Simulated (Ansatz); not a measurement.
# C₃H₄AlF: small, medium and large basis sets

Aim: see how fast density functionals converge with the basis set for C₃H₄AlF.

Method: one geometry, several basis sets; program: Ansatz 0.2.0, Gaussian basis.

Plan: PBE0-D4/def2-SVP; ωB97M-V/def2-SVP; PBE0-D4/def2-QZVPP; ωB97M-V/def2-QZVPP; the functionals' def2-TZVPP values are taken from earlier runs.

### Step 1. The relaxed structure

All runs share one geometry, relaxed beforehand with PBE0-D4 in a triple-zeta def2 set.

SMILES `[CH3][Al]1[CH]=[C]1F`, 9 atoms, charge 0, spin multiplicity 1.

Atoms are counted from 1 here; the program's logs count them from 0.

Bond lengths: C1–Al2 1.937 Å, C1–H6 1.092 Å, C1–H7 1.094 Å, C1–H8 1.092 Å, Al2–C3 1.870 Å, Al2–C4 1.856 Å, C3–C4 1.357 Å, C3–H9 1.088 Å, C4–F5 1.334 Å. Angles: Al2–C1–H6 111.1°, Al2–C1–H7 110.3°, Al2–C1–H8 111.2°, H6–C1–H7 107.8°, H6–C1–H8 108.5°, H7–C1–H8 107.8°, C1–Al2–C3 157.9°, C1–Al2–C4 159.4°, C3–Al2–C4 42.7°, Al2–C3–C4 68.1°, Al2–C3–H9 163.1°, C4–C3–H9 128.8°, Al2–C4–C3 69.2°, Al2–C4–F5 163.8°, C3–C4–F5 127.0°.

As a file:

```xyz
9
C3H4AlF
C    -1.3146   -0.8734   -1.1045
Al    0.0206   -0.0065   -0.0015
C     1.2062    0.2206    1.4269
C     1.2120    1.2884    0.5892
F     1.9460    2.3962    0.7056
H    -1.2280   -1.9609   -1.0464
H    -2.3194   -0.6001   -0.7705
H    -1.2183   -0.5741   -2.1505
H     1.7840    0.0634    2.3348
```

### Step 2. PBE0-D4 in def2-SVP

in.yaml

```yaml
crystal:
  periodic: [false, false, false]
  atoms:
    - {symbol: C, position_ang: [-1.314581, -0.873399, -1.104518]}
    - {symbol: Al, position_ang: [0.020586, -0.006524, -0.001502]}
    - {symbol: C, position_ang: [1.206201, 0.220630, 1.426931]}
    - {symbol: C, position_ang: [1.212020, 1.288381, 0.589153]}
    - {symbol: F, position_ang: [1.946044, 2.396177, 0.705628]}
    - {symbol: H, position_ang: [-1.228033, -1.960875, -1.046445]}
    - {symbol: H, position_ang: [-2.319408, -0.600062, -0.770472]}
    - {symbol: H, position_ang: [-1.218296, -0.574072, -2.150540]}
    - {symbol: H, position_ang: [1.783968, 0.063445, 2.334765]}
basis:
  gaussian: {orbitals: def2-SVP}
hamiltonian: {xc: pbe0, dispersion: d4}
output: {orbitals: {seedname: orbitals}}
```

On the command line:

```
ansatz run in.yaml --threads 2 --pin off --events-out ev --progress --plain --max-ram 4352MiB
```

The runs that follow: ωB97M-V in def2-SVP; PBE0-D4 in def2-QZVPP; ωB97M-V in def2-QZVPP.

Before running them: what should the planned runs give, taken together? Wanted: PBE0-D4: double and triple zeta above quadruple; ωB97M-V: double and triple zeta above quadruple.

The runs gave:

| quantity | value |
| --- | --- |
| PBE0-D4: double and triple zeta above quadruple | 9.69, 0.52 eV |
| ωB97M-V: double and triple zeta above quadruple | 9.89, 0.50 eV |

What this shows: PBE0-D4 gains 9.18 eV from double to triple zeta, then 0.52 eV more. Total energies overstate the basis error of differences, where much of it tends to cancel. The LUMO of ωB97M-V is positive and keeps falling with the basis (1.36 to 0.52 eV): an unbound level that the basis holds in place.
